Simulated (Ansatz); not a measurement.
Ge4I:

```
Ge I
1.0
     2.74586   -1.78131    0.00000
     2.74586    1.78131    0.00000
    -1.13530    0.00000   12.99068
Ge I
4 1
Direct
  0.51819 0.51819 0.72253
  0.84479 0.84479 0.57805
  0.15521 0.15521 0.42195
  0.48181 0.48181 0.27747
  0.00000 0.00000 0.00000
```

The cell was built by a generator and needn't be a form met in nature.

- Program: Ansatz 0.2.0
- Task: relaxation of cell and atoms
- Functional: LDA
- Potentials or basis: Ansatz PAW
- Cutoff: 420 eV (not typed: the program's choice for these potentials)
- k mesh: 7 × 7 × 2
- Occupations: fermi-dirac, width 0.05 eV
- Spin: no spin polarisation

At the start: volume 25.42 Å³/atom.

Q: How do energy, volume and symmetry change on relaxing?

A: It ends after 13 steps and the volume is 22.06 Å³/atom (-13.2 %); space group C2/m (No. 12, to 0.05 Å).

Step by step:
| step | energy change (eV) | largest force (eV/Å) | volume (Å³) |
| --- | --- | --- | --- |
| 1 | 0.0000 | 0.2709 | 127.08 |
| 2 | -0.1450 | 0.1959 | 114.89 |
| 3 | -0.1807 | 0.1230 | 114.12 |
| 4 | -0.1990 | 0.1232 | 109.38 |
| 5 | -0.2090 | 0.0664 | 110.69 |
| 6 | -0.2277 | 0.1062 | 111.59 |
| 7 | -0.2358 | 0.0373 | 110.61 |
| 8 | -0.2367 | 0.0220 | 110.32 |
| 9 | -0.2373 | 0.0061 | 110.28 |
| 10 | -0.2374 | 0.0069 | 110.44 |
| 11 | -0.2375 | 0.0051 | 110.39 |
| 12 | -0.2376 | 0.0039 | 110.32 |
| 13 | -0.2342 | 0.0040 | 110.32 |

Final structure:
```yaml
crystal:
  lattice:
    - [2.52385, -1.82675, -0.01078]
    - [2.52385, 1.82675, -0.01078]
    - [-1.09449, 0.00000, 11.96934]
  atoms:
    - { symbol: Ge, position: [0.49093, 0.49093, 0.74386] }
    - { symbol: Ge, position: [0.84476, 0.84476, 0.58442] }
    - { symbol: Ge, position: [0.15524, 0.15524, 0.41558] }
    - { symbol: Ge, position: [0.50907, 0.50907, 0.25614] }
    - { symbol: I, position: [0.00000, 0.00000, 0.00000] }
```

Caveat: the plane-wave basis is chosen anew once the cell has moved, so the energies of steps on either side of that aren't comparable; an odd number of electrons without spin polarisation forces a metal; a magnetic or distorted state may lie lower; the PAW data sets come from PBE, with cores solved anew for the run's functional, which leaves a small shift of forces and pressure.
